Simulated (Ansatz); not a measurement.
# GeH₈N₂OSi: a ladder of functionals and wavefunction methods

An exercise on one series of results from a longer session: the logs are not shown, and one member is left open.

Computed with Ansatz 0.2.0, Gaussian basis. Level: functionals in def2-TZVPP, the program's frozen cores in correlated methods.

Levels to be run: PBE-D4, r2SCAN-D4, PBE0-D4, B3LYP-D4, ωB97X-V, ωB97M-V, B2PLYP; CCSD(T)/def2-TZVPP; MP2/def2-QZVPP; extrapolation to the limit.

## The relaxed structure

The geometry comes from an earlier relaxation with PBE0-D4 in a triple-zeta def2 set; it is a stationary point, not always the lowest conformer.

13 atoms, charge 0, spin multiplicity 1.

Atoms are counted from 1 here; the program's logs count them from 0.

Bond lengths: N1–Ge2 1.848 Å, N1–H6 1.011 Å, N1–H7 1.012 Å, Ge2–Si3 2.375 Å, Ge2–H8 1.556 Å, Ge2–H9 1.541 Å, Si3–N4 1.708 Å, Si3–O5 1.658 Å, Si3–H10 1.489 Å, N4–H11 1.006 Å, N4–H12 1.006 Å, O5–H13 0.959 Å. Angles: Ge2–N1–H6 114.6°, Ge2–N1–H7 111.7°, H6–N1–H7 108.6°, N1–Ge2–Si3 106.6°, N1–Ge2–H8 113.5°, N1–Ge2–H9 107.2°, Si3–Ge2–H8 109.9°, Si3–Ge2–H9 113.5°, H8–Ge2–H9 106.3°, Ge2–Si3–N4 110.1°, Ge2–Si3–O5 101.2°, Ge2–Si3–H10 115.5°, N4–Si3–O5 116.7°, N4–Si3–H10 104.2°, O5–Si3–H10 109.5°, Si3–N4–H11 123.2°, Si3–N4–H12 122.7°, H11–N4–H12 112.5° and more.

The first run:

in.yaml reads:

```yaml
crystal:
  periodic: [false, false, false]
  atoms:
    - {symbol: N, position_ang: [-1.553633, 1.184999, -1.566866]}
    - {symbol: Ge, position_ang: [0.205090, 0.909362, -1.069360]}
    - {symbol: Si, position_ang: [0.149071, -0.241761, 1.007670]}
    - {symbol: N, position_ang: [1.647183, -1.009575, 1.294050]}
    - {symbol: O, position_ang: [-1.165975, -1.228253, 0.794457]}
    - {symbol: H, position_ang: [-1.677166, 1.486666, -2.523742]}
    - {symbol: H, position_ang: [-2.119744, 0.360685, -1.413599]}
    - {symbol: H, position_ang: [1.022340, 0.088054, -2.107918]}
    - {symbol: H, position_ang: [0.877127, 2.293546, -0.986506]}
    - {symbol: H, position_ang: [-0.060084, 0.613154, 2.208678]}
    - {symbol: H, position_ang: [2.126570, -1.557067, 0.599616]}
    - {symbol: H, position_ang: [2.014669, -1.154762, 2.218785]}
    - {symbol: H, position_ang: [-1.465448, -1.745038, 1.544745]}
basis:
  gaussian: {orbitals: def2-TZVPP}
hamiltonian: {xc: pbe, dispersion: d4}
output: {forces: true, orbitals: {seedname: orbitals}}
```

The run is started by

```sh
$ ansatz run in.yaml --threads 2 --pin off --events-out ev --progress --plain --max-ram 32768MiB --backend cuda --devices 0, --max-vram 18GiB
```

Among the steps run: PBE-D4 (GGA); r2SCAN-D4 (meta-GGA); PBE0-D4 (hybrid); B3LYP-D4 (hybrid); ωB97X-V (range-separated); ωB97M-V (range-separated); B2PLYP (double hybrid); CCSD(T) in def2-TZVPP; MP2 in def2-QZVPP.

One table of the session follows, with a row left open; its other results are not shown here.

| method | atomisation energy (eV) |
| --- | --- |
| PBE-D4 | 45.005 |
| r2SCAN-D4 | 44.409 |
| PBE0-D4 | ? |
| B3LYP-D4 | 44.616 |
| ωB97X-V | 44.931 |
| ωB97M-V | 44.688 |
| B2PLYP | 44.056 |
| HF/def2-TZVPP | 30.545 |
| MP2/def2-TZVPP | 43.795 |
| CCSD/def2-TZVPP | 42.769 |
| CCSD(T)/def2-TZVPP | 43.422 |
| MP2/CBS | 45.205 |
| CCSD(T)/CBS | 44.832 |

Estimate the missing values for PBE0-D4.

**Answer.** atomisation energy (eV): 44.157. In the column «atomisation energy (eV)» it lies between B2PLYP (44.056) and r2SCAN-D4 (44.409).

To keep in mind: Free atoms (2 N, 1 Ge, 1 Si, 1 O, 8 H) were run apart at each level; the atomisation energy is their sum less the molecule, without zero-point or spin-orbit terms.
